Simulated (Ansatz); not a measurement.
**C7H12: ionisation energy by level of theory**

The task here is to estimate one member of a computed series from the others.

Method: unrestricted cation, the program's frozen cores in correlated methods; program: Ansatz 0.2.0, Gaussian basis.

Plan: UKS PBE-D4/def2-TZVPP; UKS r2SCAN-D4/def2-TZVPP; UKS PBE0-D4/def2-TZVPP; UKS B3LYP-D4/def2-TZVPP; UKS wB97X-V/def2-TZVPP; UKS wB97M-V/def2-TZVPP; UKS B2PLYP/def2-TZVPP; UHF-CCSD(T)/def2-TZVPP; UHF-MP2/def2-QZVPP; extrapolation to the limit; then −ε(HOMO) from the neutral's earlier runs with LDA (SPW92), PBE-D4, revPBE-D4, BLYP-D4, r2SCAN-D4, B97M-V, PBE0-D4, B3LYP-D4, r2SCANh-D4, r2SCAN0-D4, HSE06-D4, BHLYP-D4, CAM-B3LYP-D4, LC-ωPBE, ωB97X-V, ωB97M-V.

## The relaxed structure

The geometry comes from an earlier relaxation with PBE0-D4 in a triple-zeta def2 set; it is a stationary point, not always the lowest conformer.

SMILES `CC=C1CCCC1`, 19 atoms, charge 0, spin multiplicity 1.

Atoms are counted from 1 here; the program's logs count them from 0.

Bond lengths: C1–C2 1.491 Å, C1–H8 1.091 Å, C1–H9 1.095 Å, C1–H10 1.095 Å, C2–C3 1.329 Å, C2–H11 1.089 Å, C3–C4 1.514 Å, C3–C7 1.510 Å, C4–C5 1.531 Å, C4–H12 1.096 Å, C4–H13 1.093 Å, C5–C6 1.526 Å, C5–H14 1.095 Å, C5–H15 1.092 Å, C6–C7 1.527 Å, C6–H16 1.092 Å, C6–H17 1.095 Å, C7–H18 1.097 Å and more. Angles: C2–C1–H8 112.1°, C2–C1–H9 111.1°, C2–C1–H10 111.2°, H8–C1–H9 107.8°, H8–C1–H10 107.9°, H9–C1–H10 106.5°, C1–C2–C3 125.8°, C1–C2–H11 116.2°, C3–C2–H11 118.0°, C2–C3–C4 126.4°, C2–C3–C7 125.1°, C4–C3–C7 108.4°, C3–C4–C5 104.7°, C3–C4–H12 109.8°, C3–C4–H13 112.8°, C5–C4–H12 110.2°, C5–C4–H13 112.8°, H12–C4–H13 106.6° and more.

Set-up of the first run:

File in.yaml:

```yaml
crystal:
  periodic: [false, false, false]
  atoms:
    - {symbol: C, position_ang: [-0.846439, -2.425787, -1.024229]}
    - {symbol: C, position_ang: [-1.146550, -1.300142, -0.093830]}
    - {symbol: C, position_ang: [-0.363745, -0.251402, 0.134904]}
    - {symbol: C, position_ang: [0.972083, 0.033224, -0.518460]}
    - {symbol: C, position_ang: [1.501141, 1.276451, 0.201541]}
    - {symbol: C, position_ang: [0.235196, 2.015247, 0.626774]}
    - {symbol: C, position_ang: [-0.684808, 0.883192, 1.078674]}
    - {symbol: H, position_ang: [0.111928, -2.296097, -1.529037]}
    - {symbol: H, position_ang: [-1.620262, -2.519537, -1.793613]}
    - {symbol: H, position_ang: [-0.819470, -3.383383, -0.493091]}
    - {symbol: H, position_ang: [-2.095684, -1.355340, 0.436684]}
    - {symbol: H, position_ang: [0.825595, 0.247082, -1.583824]}
    - {symbol: H, position_ang: [1.660379, -0.813557, -0.461238]}
    - {symbol: H, position_ang: [2.064545, 0.978379, 1.092014]}
    - {symbol: H, position_ang: [2.167874, 1.878336, -0.418911]}
    - {symbol: H, position_ang: [0.411096, 2.764773, 1.400925]}
    - {symbol: H, position_ang: [-0.202164, 2.527814, -0.236811]}
    - {symbol: H, position_ang: [-0.426375, 0.594072, 2.105315]}
    - {symbol: H, position_ang: [-1.744339, 1.146694, 1.076220]}
basis:
  gaussian: {orbitals: def2-TZVPP}
total_charge: 1
magnetization: {spin_polarized: true, initial_magnetization: 1}
hamiltonian: {xc: pbe, dispersion: d4}
```

Command:

```console
$ ansatz run in.yaml --threads 2 --pin off --events-out ev --progress --plain --max-ram 32768MiB --backend cuda --devices 0, --max-vram 18GiB
```

Steps of the session up to this table: Cation, UKS PBE-D4/def2-TZVPP; Cation, UKS r2SCAN-D4/def2-TZVPP; Cation, UKS PBE0-D4/def2-TZVPP; Cation, UKS B3LYP-D4/def2-TZVPP; Cation, UKS wB97X-V/def2-TZVPP; Cation, UKS wB97M-V/def2-TZVPP; Cation, UKS B2PLYP (frozen core)/def2-TZVPP; Cation, UHF-CCSD(T)/def2-TZVPP; Cation, UHF-MP2/def2-QZVPP.

One of the session's tables, all rows but one given; the rest of the session is left out.

It belongs to the step «Ionisation energies side by side». Orbital estimates, from the neutral's runs:

| functional | −ε(HOMO) (eV) |
| --- | --- |
| LDA (SPW92) | 5.49 |
| PBE-D4 | 5.37 |
| revPBE-D4 | 5.32 |
| BLYP-D4 | 5.24 |
| r2SCAN-D4 | ? |
| B97M-V | 5.58 |
| PBE0-D4 | 6.47 |
| B3LYP-D4 | 6.27 |
| r2SCANh-D4 | 5.95 |
| r2SCAN0-D4 | 6.58 |
| HSE06-D4 | 6.07 |
| BHLYP-D4 | 7.43 |
| CAM-B3LYP-D4 | 7.78 |
| LC-ωPBE | 9.13 |
| ωB97X-V | 8.77 |
| ωB97M-V | 8.68 |

**Question.** Estimate the row for r2SCAN-D4.

Worked estimate for «−ε(HOMO) (eV)». Against the share of exact exchange, r2SCANh-D4 (0.1, 5.95), r2SCAN0-D4 (0.25, 6.58) give a slope of 4.20 per unit share; at 0 the line stands at 5.53.

**Answer.** −ε(HOMO) (eV): 5.53. In «−ε(HOMO) (eV)» the line misses by 0.00.

To keep in mind: The cation may have settled in a state other than its lowest; no search over hole states beyond the program's own was made.
